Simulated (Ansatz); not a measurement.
# CH6BNOSSi: two geometries relaxed

Program: Ansatz 0.2.0. Level of theory: RKS r2SCAN-D4/6-31G. These are calculated values, not measurements.

## (1) The structure to begin with

Bond lengths: C1–S2 1.821 Å, S2–B3 1.885 Å, B3–O4 1.524 Å, B3–Si5 1.991 Å, O4–Si5 1.725 Å, Si5–N6 1.768 Å, C1–H7 1.068 Å, C1–H8 1.151 Å, C1–H9 1.132 Å, Si5–H10 1.457 Å, N6–H11 1.031 Å, N6–H12 1.050 Å. Angles (14 of 20 angles, heavy atoms first): C1–S2–B3 93.8°, S2–B3–O4 149.1°, S2–B3–Si5 146.6°, O4–B3–Si5 56.9°, B3–O4–Si5 75.3°, B3–Si5–O4 47.8°, B3–Si5–N6 115.3°, O4–Si5–N6 110.7°, S2–C1–H7 112.0°, S2–C1–H8 105.6°, S2–C1–H9 106.4°, B3–Si5–H10 125.6°, O4–Si5–H10 105.4°, N6–Si5–H10 118.8°.

Structure file:

```xyz
12

C    -0.7550   -1.1024    1.7006
S     0.1400    0.3306    2.3793
B     1.0198    0.7099    0.7556
O     2.0342    0.3051   -0.3077
Si    0.8261    1.1848   -1.1684
N    -0.1842    0.0894   -2.1194
H    -0.0918   -1.8205    1.2698
H    -1.4578   -0.6753    0.8960
H    -1.3970   -1.5066    2.5409
H     1.5399    2.2532   -1.8548
H    -0.8718    0.6651   -2.6277
H    -0.7254   -0.4886   -1.4303
```

## (2) Relaxing end A

The input, input.yaml:

```yaml
crystal:
  periodic: [false, false, false]
  atoms:
    - { symbol: C, position_ang: [-0.755, -1.1024, 1.7006] }
    - { symbol: S, position_ang: [0.14, 0.3306, 2.3793] }
    - { symbol: B, position_ang: [1.0198, 0.7099, 0.7556] }
    - { symbol: O, position_ang: [2.0342, 0.3051, -0.3077] }
    - { symbol: Si, position_ang: [0.8261, 1.1848, -1.1684] }
    - { symbol: "N", position_ang: [-0.1842, 0.0894, -2.1194] }
    - { symbol: H, position_ang: [-0.0918, -1.8205, 1.2698] }
    - { symbol: H, position_ang: [-1.4578, -0.6753, 0.896] }
    - { symbol: H, position_ang: [-1.397, -1.5066, 2.5409] }
    - { symbol: H, position_ang: [1.5399, 2.2532, -1.8548] }
    - { symbol: H, position_ang: [-0.8718, 0.6651, -2.6277] }
    - { symbol: H, position_ang: [-0.7254, -0.4886, -1.4303] }
basis:
  gaussian: { orbitals: "6-31G" }
hamiltonian:
  xc: r2scan
  dispersion: d4
relax:
  f_tol: 0.015
  max_steps: 40
```

On the command line:

```bash
ansatz run input.yaml --threads 1 --pin off --max-ram 2048MiB --backend cpu --events-out ev --progress --plain --runs-dir out
```

What time and memory should one allow on 1 thread of Arm Neoverse V1, shared host?

About 5.2 min, with a peak of 0.26 GiB.
